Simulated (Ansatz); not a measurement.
**H₃InOS₂: a ladder of functionals and wavefunction methods**

An exercise on one series of results from a longer session: the logs are not shown, and one member is left open.

Computed with Ansatz 0.2.0, Gaussian basis. Level: functionals in def2-TZVPP, the program's frozen cores in correlated methods.

Levels to be run: LDA (SPW92), PBE-D4, revPBE-D4, BLYP-D4, r2SCAN-D4, B97M-V, PBE0-D4, B3LYP-D4, r2SCANh-D4, r2SCAN0-D4, HSE06-D4, BHLYP-D4, CAM-B3LYP-D4, LC-ωPBE, ωB97X-V, ωB97M-V, B2PLYP, PBE-QIDH; CCSD(T)/def2-SVP; CCSD(T)/def2-TZVPP; MP2/def2-QZVPP; extrapolation to the limit; RPA on PBE.

## Structure used throughout

The geometry comes from an earlier relaxation with PBE0-D4 in a triple-zeta def2 set; it is a stationary point, not always the lowest conformer. In takes the def2 core potential; no spin-orbit term is included.

SMILES `[OH][In]([SH])[SH]`, 7 atoms, charge 0, spin multiplicity 1.

Atoms are counted from 1 here; the program's logs count them from 0.

Bond lengths: O1–In2 1.977 Å, O1–H5 0.960 Å, In2–S3 2.365 Å, In2–S4 2.374 Å, S3–H6 1.345 Å, S4–H7 1.344 Å. Angles: In2–O1–H5 113.5°, O1–In2–S3 114.8°, O1–In2–S4 119.9°, S3–In2–S4 125.3°, In2–S3–H6 91.8°, In2–S4–H7 93.1°.

The first run:

The input, in.yaml:

```yaml
crystal:
  periodic: [false, false, false]
  atoms:
    - {symbol: O, position_ang: [-1.834816, 0.553815, -0.498761]}
    - {symbol: In, position_ang: [-0.018323, -0.065827, -0.022669]}
    - {symbol: S, position_ang: [1.393975, 1.601815, 0.882152]}
    - {symbol: S, position_ang: [0.589020, -2.333588, -0.376027]}
    - {symbol: H, position_ang: [-2.391632, -0.137873, -0.864151]}
    - {symbol: H, position_ang: [0.429388, 2.533514, 0.779192]}
    - {symbol: H, position_ang: [1.832388, -2.151847, 0.100273]}
basis:
  gaussian: {orbitals: def2-TZVPP}
hamiltonian: {xc: lda}
output: {orbitals: {seedname: orbitals}}
```

Among the steps run: LDA; PBE-D4 (GGA); revPBE-D4 (GGA); BLYP-D4 (GGA); r2SCAN-D4 (meta-GGA); B97M-V (meta-GGA); PBE0-D4 (hybrid); B3LYP-D4 (hybrid); r2SCANh-D4 (hybrid); r2SCAN0-D4 (hybrid); HSE06-D4 (hybrid); BHLYP-D4 (hybrid); CAM-B3LYP-D4 (range-separated); LC-ωPBE (range-separated); ωB97X-V (range-separated); ωB97M-V (range-separated); B2PLYP (double hybrid); PBE-QIDH (double hybrid).

One table of the session follows, with a row left open; its other results are not shown here.

It belongs to the step «Orbital energies across the functionals». 

| functional | HOMO (eV) | LUMO (eV) | gap (eV) |
| --- | --- | --- | --- |
| LDA (SPW92) | -6.56 | -2.89 | 3.67 |
| PBE-D4 | -6.41 | -2.59 | 3.82 |
| revPBE-D4 | -6.36 | -2.48 | 3.88 |
| BLYP-D4 | -6.24 | -2.55 | 3.69 |
| r2SCAN-D4 | -6.71 | -2.38 | 4.33 |
| B97M-V | -6.75 | -2.41 | 4.34 |
| PBE0-D4 | -7.65 | -1.74 | 5.91 |
| B3LYP-D4 | -7.38 | -2.04 | 5.34 |
| r2SCANh-D4 | -7.16 | -2.07 | 5.09 |
| r2SCAN0-D4 | -7.84 | -1.61 | 6.23 |
| HSE06-D4 | ? | ? | ? |
| BHLYP-D4 | -8.71 | -0.89 | 7.82 |
| CAM-B3LYP-D4 | -8.95 | -0.81 | 8.14 |
| LC-ωPBE | -10.38 | 0.45 | 10.83 |
| ωB97X-V | -10.00 | 0.28 | 10.28 |
| ωB97M-V | -9.82 | 0.12 | 9.94 |

**Question.** Estimate the row for HSE06-D4.

**Answer.** HOMO (eV): -7.24; LUMO (eV): -2.10; gap (eV): 5.14. In the column «HOMO (eV)» it lies between B3LYP-D4 (-7.38) and r2SCANh-D4 (-7.16).
